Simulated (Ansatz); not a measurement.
# CH7AsBN: the cost of one run

Program: Ansatz 0.2.0. Level of theory: RKS BHLYP-D4/def2-mTZVP. These are calculated values, not measurements.

### 1 The system as given

Bond lengths: B1–C2 1.536 Å, C2–N3 1.463 Å, N3–As4 1.923 Å, B1–H5 1.225 Å, B1–H6 1.220 Å, C2–H7 1.138 Å, C2–H8 1.066 Å, N3–H9 1.070 Å, As4–H10 1.513 Å, As4–H11 1.499 Å. Angles (14 of 15 angles, heavy atoms first): B1–C2–N3 109.6°, C2–N3–As4 108.2°, B1–C2–H7 107.5°, B1–C2–H8 109.4°, N3–C2–H7 111.1°, N3–C2–H8 109.8°, C2–B1–H5 122.3°, C2–B1–H6 122.7°, C2–N3–H9 104.6°, As4–N3–H9 103.3°, N3–As4–H10 93.1°, N3–As4–H11 95.7°, H7–C2–H8 109.4°, H5–B1–H6 114.8°.

Structure file:

```xyz
11

B    -0.7592    1.7379    0.3644
C    -0.3876    0.2609    0.5659
N    -0.0521   -0.3422   -0.7246
As    0.3875   -2.1905   -0.4264
H    -0.7906    2.2602   -0.7430
H    -1.1423    2.4509    1.2776
H     0.4995    0.2258    1.2786
H    -1.2123   -0.2554    1.0021
H     0.8875    0.0946   -0.9899
H     0.9321   -2.3732   -1.8262
H     1.7028   -1.9260    0.2421
```

### 2 End point A

Contents of input.yaml:

```yaml
crystal:
  periodic: [false, false, false]
  atoms:
    - { symbol: B, position_ang: [-0.7592, 1.7379, 0.3644] }
    - { symbol: C, position_ang: [-0.3876, 0.2609, 0.5659] }
    - { symbol: "N", position_ang: [-0.0521, -0.3422, -0.7246] }
    - { symbol: As, position_ang: [0.3875, -2.1905, -0.4264] }
    - { symbol: H, position_ang: [-0.7906, 2.2602, -0.743] }
    - { symbol: H, position_ang: [-1.1423, 2.4509, 1.2776] }
    - { symbol: H, position_ang: [0.4995, 0.2258, 1.2786] }
    - { symbol: H, position_ang: [-1.2123, -0.2554, 1.0021] }
    - { symbol: H, position_ang: [0.8875, 0.0946, -0.9899] }
    - { symbol: H, position_ang: [0.9321, -2.3732, -1.8262] }
    - { symbol: H, position_ang: [1.7028, -1.926, 0.2421] }
basis:
  gaussian: { orbitals: def2-mTZVP }
hamiltonian:
  xc: { name: BHLYP }
  dispersion: d4
relax:
  f_tol: 0.02
  max_steps: 50
```

Run with:

```sh
$ ansatz run input.yaml --threads 2 --pin off --max-ram 3072MiB --backend cpu --events-out ev --progress --plain --runs-dir out
```

**Question.** How long does this run take on 2 threads of Arm Neoverse V1, shared host, and how much memory does it need?

About 48 s, with a peak of 0.26 GiB.
